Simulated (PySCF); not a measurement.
# CH8InN (SMILES [H][In]([H])([H])<-[NH2]C): levels of theory compared

Aim: a comparison of 6 runs (HF/STO-3G, HF/def2-SVP, TPSSh/def2-SVP, M06-2X/def2-TZVP, PBE/def2-TZVP, CCSD(T)/def2-SVPD) of CH8InN. Input form: a Python script.

The results are computed with PySCF 2.14.0.

### Step 1. Starting point

CH8InN: 11 atoms, total charge 0, spin state singlet. SMILES: `[H][In]([H])([H])<-[NH2]C`. The shape comes from GFN2-xTB, which is rough for such elements, and wasn't checked as a minimum.

Bond lengths: In1–N2 2.339 Å, N2–C3 1.464 Å, N2–H4 1.019 Å, N2–H5 1.019 Å, C3–H6 1.095 Å, C3–H7 1.091 Å, C3–H8 1.091 Å, In1–H9 1.689 Å, In1–H10 1.691 Å, In1–H11 1.692 Å. Some angles: In1–N2–C3 109.7°, In1–N2–H4 110.6°, In1–N2–H5 110.0°, C3–N2–H4 109.9°, C3–N2–H5 109.9°, N2–In1–H9 97.5°, N2–In1–H10 97.1°, N2–In1–H11 98.0°, N2–C3–H6 112.6°, N2–C3–H7 108.7°.

### Step 2. Energy and forces at HF/STO-3G (run 1)

Contents of geometry.xyz:

```xyz
11
CH8InN
In    -0.228850    -0.372700    -1.720370
N     -0.270260    -0.462760     0.616790
C      0.423250     0.702660     1.167530
H      0.171380    -1.318650     0.949950
H     -1.233730    -0.480950     0.948640
H      0.427610     0.711310     2.262100
H      1.450640     0.704260     0.800630
H     -0.064690     1.606340     0.799680
H      1.449260    -0.372450    -1.910910
H     -1.055760     1.092430    -1.887810
H     -1.068850    -1.809490    -2.026240
```

Contents of job.py:

```python
import pyscf.grad
from pyscf import gto, scf

mol = gto.Mole()
mol.atom = 'geometry.xyz'
mol.verbose = 3
mol.max_memory = 1860
mol.charge = 0
mol.basis = 'sto-3g'
mol.spin = 0
mol.build()

mf = scf.RHF(mol)
mf.conv_tol = 1e-10
mf.kernel()
if not mf.converged:
    mf = mf.newton().run(mf.mo_coeff, mf.mo_occ)

e_tot = mf.e_tot
print('E(%s) = %.9f' % ('HF', e_tot))
grad = mf.Gradients().kernel()
dip = mf.dip_moment()
pop, q = mf.mulliken_pop()
```

Launch:

```
OMP_NUM_THREADS=1 python job.py
```

Log:

```text
converged SCF energy = -5778.67606918134
[... 9 lines left out ...]
Dipole moment(X, Y, Z, Debye):  0.00804, -0.02552,  5.30293
[... 57 lines left out ...]
charge of   10H =     -0.23901
```

Wall time 8.4 s (1 thread of Intel Xeon at 2.50GHz (Skylake/Cascade Lake), shared host); peak memory 0.12 GiB.

### Step 3. Energy and forces at HF/def2-SVP (core potential) (run 2)

Contents of job.py:

```python
import pyscf.grad
from pyscf import gto, scf

mol = gto.M(
    atom='''
In    -0.228850    -0.372700    -1.720370
N     -0.270260    -0.462760     0.616790
C      0.423250     0.702660     1.167530
H      0.171380    -1.318650     0.949950
H     -1.233730    -0.480950     0.948640
H      0.427610     0.711310     2.262100
H      1.450640     0.704260     0.800630
H     -0.064690     1.606340     0.799680
H      1.449260    -0.372450    -1.910910
H     -1.055760     1.092430    -1.887810
H     -1.068850    -1.809490    -2.026240
''',
    ecp={'In': 'def2-svp'},
    max_memory=1860,
    basis='def2-svp',
    verbose=4,
)

calc0 = scf.RHF(mol)
calc0.conv_tol = 1e-10
calc0.kernel()
if not calc0.converged:
    calc0 = calc0.newton().run(calc0.mo_coeff, calc0.mo_occ)

e_tot = calc0.e_tot
print('E(%s) = %.9f' % ('HF', e_tot))
grad = calc0.Gradients().kernel()
dip = calc0.dip_moment()
pop, q = calc0.mulliken_pop()
```

Launch:

```
OMP_NUM_THREADS=1 python job.py
```

Log:

```text
PySCF version 2.14.0

[... 67 lines left out ...]
converged SCF energy = -286.077454861174
[... 12 lines left out ...]
Dipole moment(X, Y, Z, Debye):  0.06662,  0.06883,  5.11439
[... 106 lines left out ...]
charge of   10H =     -0.23685
```

Wall time 26 s (1 thread of Intel Xeon at 2.50GHz (Skylake/Cascade Lake), shared host); peak memory 0.19 GiB.

Runs 3 to 5 aren't shown in full; the table further down has their settings and results.

### Step 4. A single-point energy at CCSD(T)/def2-SVPD (core potential) (run 6)

Contents of calc.py:

```python
from pyscf import gto, scf, cc

mol = gto.Mole()
mol.atom = '''
In    -0.228850    -0.372700    -1.720370
N     -0.270260    -0.462760     0.616790
C      0.423250     0.702660     1.167530
H      0.171380    -1.318650     0.949950
H     -1.233730    -0.480950     0.948640
H      0.427610     0.711310     2.262100
H      1.450640     0.704260     0.800630
H     -0.064690     1.606340     0.799680
H      1.449260    -0.372450    -1.910910
H     -1.055760     1.092430    -1.887810
H     -1.068850    -1.809490    -2.026240
'''
mol.verbose = 3
mol.basis = 'def2-svpd'
mol.ecp = {'In': 'def2-svp'}
mol.max_memory = 1860
mol.build()

mf = scf.RHF(mol)
mf.conv_tol = 1e-10
mf.kernel()
if not mf.converged:
    mf = mf.newton().run(mf.mo_coeff, mf.mo_occ)

mycc = cc.CCSD(mf, frozen=6)
mycc.kernel()
e_t = mycc.ccsd_t()
e_final = mycc.e_tot + e_t
print('E(%s) = %.9f' % ('CCSD(T)', e_final))
dip = mf.dip_moment()
pop, q = mf.mulliken_pop()
```

Launch:

```
OMP_NUM_THREADS=1 python calc.py
```

Log:

```text
converged SCF energy = -286.082434479362
[... 3 lines left out ...]
Dipole moment(X, Y, Z, Debye):  0.06084,  0.05938,  4.99406
[... 148 lines left out ...]
charge of   10H =     -0.17332
```

Run time: 6.4 min. Hardware: 1 thread of Intel Xeon at 2.50GHz (Skylake/Cascade Lake), shared host; peak memory 2.3 GiB.

### Step 5. All runs side by side

```tsv
run	level	core potential	integration grid	energy (Eh)	dipole moment (D) of the reference	HOMO energy (eV)	LUMO energy (eV)	wall time
1	HF/STO-3G	–	–	-5778.676069	5.30	-7.36	10.18	8.4 s
2	HF/def2-SVP (core potential)	def2-svp	–	-286.077455	5.12	-10.09	2.70	26 s
3	TPSSh/def2-SVP (core potential)	def2-svp	5	-287.640989	5.12	-6.63	-0.18	1.7 min
4	M06-2X/def2-TZVP (core potential)	def2-svp	5	-287.683473	4.91	-8.32	0.16	4.4 min
5	PBE/def2-TZVP (core potential)	def2-svp	5	-287.674126	4.93	-6.05	-1.05	3 min
6	CCSD(T)/def2-SVPD (core potential)	def2-svp	–	-286.614770	4.99	-10.14	1.62	6.4 min
```

### Step 6. Outcome

| quantity | value |
| --- | --- |
| run 6: total energy | -286.61477 Eh |
| run 6: dipole moment (Hartree–Fock density) | 4.99 D |
| run 6: HOMO energy (Hartree–Fock orbitals) | -10.14 eV |
| run 6: LUMO energy (Hartree–Fock orbitals) | 1.62 eV |
| run 6: HOMO–LUMO gap (Hartree–Fock orbitals) | 11.76 eV |
| run 6: correlation energy (6 core orbitals frozen) | -532.3 mEh |
| run 6: (T) correction | -14.91 mEh |
| run 6: T1 diagnostic | 0.009 |

What this shows: Over runs 1, 2, 3, 4, 5 the dipole moment (its size) runs from 4.91 D (M06-2X/def2-TZVP) to 5.30 D (HF/STO-3G). The two ends differ in method and basis and core potential. Over runs 1, 2, 3, 4, 5 the HOMO–LUMO gap runs from 5.00 eV (PBE/def2-TZVP) to 17.54 eV (HF/STO-3G). Totals of different functionals can't be ranked against each other. Some runs of one species differ in core potentials or relativity; totals across that change don't compare. In run 1 the basis is minimal, so the values are rough. In run 1 relativity is left out where basis or elements ask for it. All runs together took 16 min, the longest 6.4 min.
